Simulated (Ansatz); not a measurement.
# Bi2Se5: the cost of one run

Computed with Ansatz 0.2.0 (DFT PBE, scalar-relativistic, plane waves, PAW, unless a step names another level, unless a step's input says otherwise).

3 further runs of the same task are left out: 2 that didn't finish, 1 set aside as unsound or not needed.

### 1 The starting structure

It takes space group P-3m1 (No. 164, trigonal). Conventional cell: a = 4.090 Å, b = 4.090 Å, c = 15.968 Å, α = 90.00°, β = 90.00°, γ = 120.00°. Bi (site symmetry 3m) is surrounded by 6 Se at 2.86 to 3.09 Å. Se (site symmetry 3m) has 3 Bi at 2.86 Å as nearest neighbours. Se (site symmetry 3m) has 1 Se at 2.19 Å as nearest neighbours. Around Se (site symmetry -3m) lie 6 Bi at 3.09 Å.

Structure file:

```
CELL_PARAMETERS angstrom
4.08989 0.00000 0.00000
-2.04494 3.54195 0.00000
0.00000 0.00000 15.96771
ATOMIC_POSITIONS crystal
Bi 0.66667 0.33333 0.87522
Bi 0.33333 0.66667 0.12478
Se 0.33333 0.66667 0.77393
Se 0.00000 0.00000 0.43147
Se 0.00000 0.00000 0.56853
Se 0.66667 0.33333 0.22607
Se 0.00000 0.00000 0.00000
```

It came out lowest among 23 distinct ends of the trial cells. At a tolerance of 0.05 Å it has space group P-3m1 (No. 164).

### 2 Relaxing to 0.001 eV/Å, on the response runs' mesh and smearing

input.yaml

```yaml
crystal:
  lattice:
    - [4.0898882484, 0.0, 0.0]
    - [-2.0449441242, 3.5419471217, 0.0]
    - [0.0, 0.0, 15.967714248]
  atoms:
    - { symbol: Bi, position: [0.6666666667, 0.3333333333, 0.8752160154] }
    - { symbol: Bi, position: [0.3333333333, 0.6666666667, 0.1247839846] }
    - { symbol: Se, position: [0.3333333333, 0.6666666667, 0.7739265815] }
    - { symbol: Se, position: [0.0, 0.0, 0.4314726684] }
    - { symbol: Se, position: [0.0, 0.0, 0.5685273316] }
    - { symbol: Se, position: [0.6666666667, 0.3333333333, 0.2260734185] }
    - { symbol: Se, position: [0.0, 0.0, 0.0] }
basis:
  ecutwfc: 420
kpoints:
  mp_grid: { grid: [12, 12, 2] }
hamiltonian:
  xc: pbe
scf:
  occupations: { method: gaussian, width: 0.1 }
output:
  forces: true
  stress: true
  eigenvalues: true
  write_density: true
  write_potential: true
  elf: true
  volumetric_format: npy
relax:
  adjacent_minimum: "off"
  f_tol: 0.001
  max_steps: 60
  cell: { stress_tol: 0.01 }
```

On the command line:

```console
$ ansatz run input.yaml --threads 3 --pin off --max-ram 7680MiB --backend cpu --events-out ev --progress --plain --runs-dir out
```

What time and memory should one allow on 3 threads of Intel Xeon at 2.50GHz (Skylake/Cascade Lake), shared host?

About 75 s, with a peak of 0.9 GiB.
